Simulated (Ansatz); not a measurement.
# Na7W: the cost of one run

Method: DFT PBE, scalar-relativistic, plane waves, PAW, in Ansatz 0.2.0.

**1. Starting point**

Symmetry: Fm-3m, No. 225, cubic system. Conventional cell: a = 8.430 Å, b = 8.430 Å, c = 8.430 Å, α = 90.00°, β = 90.00°, γ = 90.00°. Around Na (site symmetry mmm) lie 10 Na at 2.98 Å and 2 W at 2.98 Å. Around Na (site symmetry m-3m) lie 12 Na at 2.98 Å. W (site symmetry m-3m) is surrounded by 12 Na at 2.98 Å.

As a file:

```xyz
8
Lattice="0.0000 4.2152 4.2152 4.2152 0.0000 4.2152 4.2152 4.2152 0.0000" Properties=species:S:1:pos:R:3 pbc="T T T"
Na    0.0000    2.1076    2.1076
Na    4.2152    2.1076    2.1076
Na    2.1076    0.0000    2.1076
Na    2.1076    4.2152    2.1076
Na    2.1076    2.1076    0.0000
Na    2.1076    2.1076    4.2152
Na    4.2152    4.2152    4.2152
W     0.0000    0.0000    0.0000
```

A structure generator made this guess: species swapped into a database cell of Zn7Tc (Fm-3m, No. 225), with Na on the Zn sites and W on the Tc sites. Lengths come from tabulated atomic sizes and are only a guess.

**2. The guess as it stands, on a coarse mesh**

Contents of input.yaml:

```yaml
crystal:
  lattice:
    - [0.0, 4.21524414, 4.21524414]
    - [4.21524414, 0.0, 4.21524414]
    - [4.21524414, 4.21524414, 0.0]
  atoms:
    - { symbol: Na, position: [0.5, 0.0, 0.0] }
    - { symbol: Na, position: [0.0, 0.5, 0.5] }
    - { symbol: Na, position: [0.0, 0.5, 0.0] }
    - { symbol: Na, position: [0.5, 0.0, 0.5] }
    - { symbol: Na, position: [0.0, 0.0, 0.5] }
    - { symbol: Na, position: [0.5, 0.5, 0.0] }
    - { symbol: Na, position: [0.5, 0.5, 0.5] }
    - { symbol: W, position: [0.0, 0.0, 0.0] }
basis:
  ecutwfc: 420
kpoints:
  mp_grid: { grid: [4, 4, 4] }
hamiltonian:
  xc: pbe
scf:
  occupations: { method: gaussian, width: 0.1 }
  lower_state_search: "off"
output:
  forces: true
  stress: true
  eigenvalues: true
```

Command:

```sh
> ansatz run input.yaml --threads 1 --pin off --max-ram 2048MiB --backend cpu --events-out ev --progress --plain --runs-dir out
```

What time and memory should one allow on 1 thread of Intel Xeon Platinum 8488C (Sapphire Rapids), shared host?

About 2.6 s, with a peak of 0.52 GiB.
